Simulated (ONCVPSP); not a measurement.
# Cu: generating and testing an ONCV potential

Task: generate the file, and judge it by its errors in other configurations, its logarithmic derivatives, its ghosts and its cutoff.

Method: ONCVPSP 4.0.1.1 (patched build), LDA (Perdew-Wang 92), scalar-relativistic.

**1. Starting point**

Typed settings, in words:

```json
{
  "element": "copper (Cu, Z = 29)",
  "type": "optimised norm-conserving Vanderbilt (ONCV)",
  "frozen core": "[Ne]",
  "valence charge": "19",
  "reference configuration": "3s2 3p6 3d8 (charge +3)",
  "partial waves": "3s: rc 0.95 bohr, ncon 4, nbas 9, qcut 14.4 1/bohr, 2 projectors, debl 3.6 Ha; 3p: rc 1.05 bohr, ncon 4, nbas 9, qcut 12.1 1/bohr, 2 projectors, debl 2.1 Ha; 3d: rc 1.00 bohr, ncon 4, nbas 8, qcut 15.4 1/bohr, 2 projectors, debl 2.4 Ha",
  "local potential": "polynomial inside 0.60 bohr (lpopt 5, dvloc0 0 Ha)",
  "core correction": "Teter function, fcfact 4.5, rcfact 1.55"
}
```

The nodes and maxima of the atom's own shells, from an earlier all-electron run, set the scale for the radii.

All-electron outer shells of the reference configuration (LDA (PZ), scalar-relativistic, ld1.x):

| shell | level (eV) | outermost node (bohr) | outermost maximum (bohr) |
| --- | --- | --- | --- |
| 3s | -160.16 | 0.29 | 0.61 |
| 3p | -117.73 | 0.26 | 0.62 |
| 3d | -49.25 | – | 0.58 |
| 4s | -34.63 | 0.86 | 1.81 |
| 4p | -26.02 | 0.92 | 2.08 |

**2. Generation**

File Cu.dat:

```
# ATOM AND REFERENCE CONFIGURATION
# atsym  z   nc   nv     iexc    psfile
  Cu 29.00    3    3  -001012      upf
#
#   n    l    f
    1    0    2.00
    2    0    2.00
    2    1    6.00
    3    0    2.00
    3    1    6.00
    3    2    8.00
#
# PSEUDOPOTENTIAL AND OPTIMIZATION
# lmax
    2
#
#   l,   rc,      ep,       ncon, nbas, qcut
    0    0.95    0.00    4    9   14.40
    1    1.05    0.00    4    9   12.10
    2    1.00    0.00    4    8   15.40
#
# LOCAL POTENTIAL
# lloc, lpopt,  rc(5),   dvloc0
    4    5    0.60    0.00
#
# VANDERBILT-KLEINMAN-BYLANDER PROJECTORs
# l, nproj, debl
    0    2    3.60
    1    2    2.10
    2    2    2.40
#
# MODEL CORE CHARGE
# icmod, fcfact, rcfact
    3    4.50    1.55
#
# LOG DERIVATIVE ANALYSIS
# epsh1, epsh2, depsh
   -7.00    5.00    0.04
#
# OUTPUT GRID
# rlmax, drl
    6.00    0.01
#
# TEST CONFIGURATIONS
# ncnf
    4
# nvcnf
#   n    l    f
    4
    3    0    2.00
    3    1    6.00
    3    2   10.00
    4    0    1.00
#
    3
    3    0    2.00
    3    1    6.00
    3    2   10.00
#
    3
    3    0    2.00
    3    1    6.00
    3    2    9.00
#
    4
    3    0    2.00
    3    1    5.00
    3    2   10.00
    4    0    1.00
#
```

Run with:

```sh
$ oncvpsp.x < Cu.dat > Cu.out
```

**Question.** What will these runs give? Wanted: cutoffs for 1 and 0.1 mHa per electron, occupied waves; bound ghosts; GHOST(+) flags; largest test error; largest phase difference near zero energy, channels read; rms error of d²Exc/dn², without and with the model core; projector energies reset by the program.

As calculated:

| quantity | value |
| --- | --- |
| cutoffs for 1 and 0.1 mHa per electron, occupied waves | 95 Ha and 107 Ha |
| bound ghosts | none found |
| GHOST(+) flags | s at 664 eV |
| largest test error (AE − PS) | +61 meV, for 3s2 3p5 3d10 4s1 |
| largest phase difference near zero energy, channels read | 0.000 rad |
| rms error of d²Exc/dn², without and with the model core | 3.78 and 1.38 mHa |
| projector energies reset by the program | s: -5.886, 0.250 Ha; p: -4.327, 0.250 Ha |

In words: By total energies transferability is fair: the largest error is 61 meV on 10.0 eV, for 3s2 3p5 3d10 4s1. By its cutoff, 95 Ha for the looser tolerance, it is very hard. At the looser tolerance the 3d wave is the slowest; 3s needs 70 Ha. It is free of bound ghosts as far as tested. Near zero energy the phases of the channels with partial waves agree within 0.001 rad. The program also flags highly localised states, GHOST(+) (s).
